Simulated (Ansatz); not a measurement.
**Mg3Co under changes of volume**

One of the cells (17.230 Å³/atom); the others are scaled copies at fixed shape and fractional positions:

```
Co Mg
1.0
     0.00000    3.25418    3.25418
     3.25418    0.00000    3.25418
     3.25418    3.25418    0.00000
Co Mg
1 3
Cartesian
  0.0000 0.0000 0.0000
  4.8813 4.8813 4.8813
  3.2542 3.2542 3.2542
  1.6271 1.6271 1.6271
```

The cell comes from a database or a generator and needn't be the stable form of this composition.

| Item | Value |
| --- | --- |
| Program | Ansatz 0.2.0 |
| Functional | PBE |
| Potentials or basis | Ansatz PAW |
| Cutoff | 420 eV (not typed: the program's choice for these potentials) |
| k mesh | 7 × 7 × 7 |
| Occupations | fermi-dirac, width 0.05 eV |
| Spin | collinear spin, ferromagnetic start |
| Starting moments | [2.0, 0.0, 0.0, 0.0] μB |

| volume (Å³/atom) | energy over the lowest point (meV/atom) | pressure (GPa) | moment (μB per cell) |
| --- | --- | --- | --- |
| 16.197 | 14.73 | 4.5 | 0.44 |
| 16.541 | ? | ? | ? |
| 16.886 | 1.90 | 1.5 | 0.49 |
| 17.230 | 0.00 | 0.3 | 0.51 |
| 17.575 | 0.73 | -0.9 | 0.54 |
| 17.920 | 3.82 | -1.9 | 0.57 |
| 18.264 | 9.06 | -2.8 | 0.63 |

**Question.** What does the run at 16.541 Å³/atom give?

**Answer.** Energy over the lowest point 6.71 meV/atom; pressure 2.9 GPa; moment 0.47 μB per cell.

Worked out: A Birch-Murnaghan fit of order 3 (a polynomial in V^(-2/3)) to the other rows has its minimum at 17.30 Å³/atom with B0 = V·E''(V) = 60 GPa and B' = 4.1. It gives 6.72 meV/atom at 16.541 Å³/atom, against the run's 6.71, and -dE/dV = 3.0 GPa, against 2.9. A parabola through the other rows of the moment, of slope 0.0567 μB per Å³/atom there, gives 0.46 μB, against the run's 0.47.

Energies are extrapolated to zero smearing.
